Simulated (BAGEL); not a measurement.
**UHF/6-31G(d) (density fitting with qzvpp-jkfit, spherical functions) run of C2H2FGe (SMILES C#[C][GeH][F])**

What is the electronic atomisation energy of C2H2FGe at UHF/6-31G* (density fitting with qzvpp-jkfit, spherical functions)? 

The results are computed with BAGEL 1.2.2.

12 further runs of the same task are left out: 12 set aside as unsound or not needed.

### Step 1. The system as given

The species is C2H2FGe (6 atoms), meant as a doublet with charge 0. SMILES: `C#[C][GeH][F]`. Geometry: relaxed at PBE0-D4/def2-TZVP.

Bond lengths: C1–C2 1.208 Å, C2–Ge3 1.890 Å, Ge3–F4 1.742 Å, C1–H5 1.066 Å, Ge3–H6 1.546 Å. Angles: C1–C2–Ge3 172.4°, C2–Ge3–F4 106.6°, C2–C1–H5 178.7°, C2–Ge3–H6 112.0°, F4–Ge3–H6 106.4°.

### Step 2. A single-point energy at UHF/6-31G(d) (density fitting with qzvpp-jkfit, spherical functions)

hf.json reads:

```json
{ "bagel" : [

{
  "title" : "molecule",
  "basis" : "6-31gs.json",
  "df_basis" : "qzvpp-jkfit",
  "angstrom" : "true",
  "geometry" : [
    { "atom" : "C", "xyz" : [      -0.259200,       0.074500,      -1.769000 ] },
    { "atom" : "C", "xyz" : [       0.006200,       0.034600,      -0.591400 ] },
    { "atom" : "Ge", "xyz" : [       0.661100,      -0.021100,       1.180400 ] },
    { "atom" : "F", "xyz" : [      -0.021800,      -1.442400,       1.919600 ] },
    { "atom" : "H", "xyz" : [      -0.516900,       0.107000,      -2.803300 ] },
    { "atom" : "H", "xyz" : [       0.172500,       1.183400,       2.017600 ] }
  ]
},

{
  "title" : "uhf",
  "nopen" : 1
},

{
  "title" : "print",
  "file" : "orbitals.molden",
  "orbitals" : "true"
}

]}
```

The basis set 6-31G* is read from a file made from the Basis Set Exchange's data (not shown).

Started as:

```sh
$ BAGEL_NUM_THREADS=1 BAGEL hf.json > hf.out
```

What it wrote:

```text
* using 1 threads per process

  ===============================================================
  ===============================================================

  *** Geometry ***

  { "atom" : "C", "xyz" : [     -0.489817,      0.140785,     -3.342926 ] },
  { "atom" : "C", "xyz" : [      0.011716,      0.065385,     -1.117584 ] },
  { "atom" : "Ge", "xyz" : [      1.249298,     -0.039873,      2.230633 ] },
  { "atom" : "F", "xyz" : [     -0.041196,     -2.725741,      3.627518 ] },
  { "atom" : "H", "xyz" : [     -0.976799,      0.202201,     -5.297469 ] },
  { "atom" : "H", "xyz" : [      0.325978,      2.236302,      3.812711 ] },

  Number of auxiliary basis functions:      529

  Since a DF basis is specified, we compute 2- and 3-index integrals:
    o Being stored without compression. Storage requirement is 0.026 GB

  Number of basis functions:       78
  Number of electrons      :       55

    * METHOD: MOLECULE                             0.31

  *** Open-shell HF ***

  === Nuclear Repulsion ===
   231.0575954020

      * DIIS with orbital gradients will be used.

  === UHF iteration (6-31gs.json) ===
      0      -2251.14557555          0.03749372           0.15
      1      -2251.27806725          0.02419470           0.15
      2      -2251.32041305          0.01530354           0.15
[... 45 lines of this table left out ...]
     48      -2251.34874190          0.00000001           0.15
    * SCF iteration converged.

    * S^2 (UHF) is 0.8147

    * Permanent dipole moment:
           (   -0.369710,    -0.750713,     0.637784) a.u.

    * METHOD: UHF                                  7.75

    * METHOD: PRINT                                0.02

  ===============================================================
```

Run time: 8.4 s. Hardware: 1 thread of Arm Neoverse V1, shared host; peak memory 0.13 GiB.

### Step 3. The C atom at the same level

hf.json reads:

```json
{ "bagel" : [

{
  "title" : "molecule",
  "basis" : "6-31gs.json",
  "df_basis" : "qzvpp-jkfit",
  "angstrom" : true,
  "geometry" : [
    { "atom" : "C", "xyz" : [    0.000000,    0.000000,    0.000000 ] }
  ]
},
{
  "title" : "uhf",
  "nopen" : 2
},
{
  "title" : "print",
  "file" : "orbitals.molden",
  "orbitals" : true
}

]}
```

The basis set 6-31G* is read from a file made from the Basis Set Exchange's data (not shown).

Run the same way, it converges to -37.68057 Eh (log not shown).

### Step 4. The F atom

input.json reads:

```json
{ "bagel" : [

{
  "title" : "molecule",
  "basis" : "6-31gs.json",
  "df_basis" : "qzvpp-jkfit",
  "angstrom" : true,
  "geometry" : [
    { "atom" : "F", "xyz" : [       0.000000,       0.000000,       0.000000 ] }
  ]
},

{ "title" : "uhf", "nopen" : 1 },

{ "title" : "print", "file" : "orbitals.molden", "orbitals" : true }

]}
```

The basis set 6-31G* is read from a file made from the Basis Set Exchange's data (not shown).

Run the same way, it converges to -99.36340 Eh (log not shown).

### Step 5. The Ge atom, same level

calc.json reads:

```json
{ "bagel" : [

{
  "title" : "molecule",
  "basis" : "6-31gs.json",
  "df_basis" : "qzvpp-jkfit",
  "angstrom" : true,
  "geometry" : [
    { "atom" : "Ge", "xyz" : [    0.000000,    0.000000,    0.000000 ] }
  ]
},
{
  "title" : "uhf",
  "nopen" : 2
},
{
  "title" : "print",
  "file" : "orbitals.molden",
  "orbitals" : true
}

]}
```

The basis set 6-31G* is read from a file made from the Basis Set Exchange's data (not shown).

Run the same way, it converges to -2075.03561 Eh (log not shown).

### Step 6. The H atom at the same level

hf.json reads:

```json
{ "bagel": [

{
  "title": "molecule",
  "basis": "6-31gs.json",
  "df_basis": "qzvpp-jkfit",
  "angstrom": true,
  "geometry": [
    { "atom": "H", "xyz": [    0.000000,    0.000000,    0.000000 ] }
  ]
},
{
  "title": "uhf",
  "nopen": 1
},
{
  "title": "print",
  "file": "orbitals.molden",
  "orbitals": true
}

]}
```

The basis set 6-31G* is read from a file made from the Basis Set Exchange's data (not shown).

Run the same way, it converges to -0.49823 Eh (log not shown).

### Step 7. What came out

At UHF/6-31G* (density fitting with qzvpp-jkfit, spherical functions):

```
                     quantity           value
       molecule: total energy  -2251.34874 Eh
      molecule: dipole moment          2.67 D
               molecule: ⟨S²⟩           0.815
         C atom: total energy    -37.68057 Eh
        C atom: dipole moment          0.00 D
                 C atom: ⟨S²⟩           2.005
         F atom: total energy    -99.36340 Eh
        F atom: dipole moment          0.00 D
                 F atom: ⟨S²⟩           0.753
        Ge atom: total energy  -2075.03561 Eh
       Ge atom: dipole moment          0.00 D
                Ge atom: ⟨S²⟩           2.008
         H atom: total energy     -0.49823 Eh
        H atom: dipole moment          0.00 D
                 H atom: ⟨S²⟩           0.750
electronic atomisation energy       16.113 eV
```

What this shows: Taking the molecule apart into free atoms costs 16.11 eV (372 kcal/mol), before zero-point energy and without spin-orbit coupling. Hartree–Fock lacks the correlation of the bonding pairs, which as a rule makes this value much too low; in minimal bases other errors can mask that.
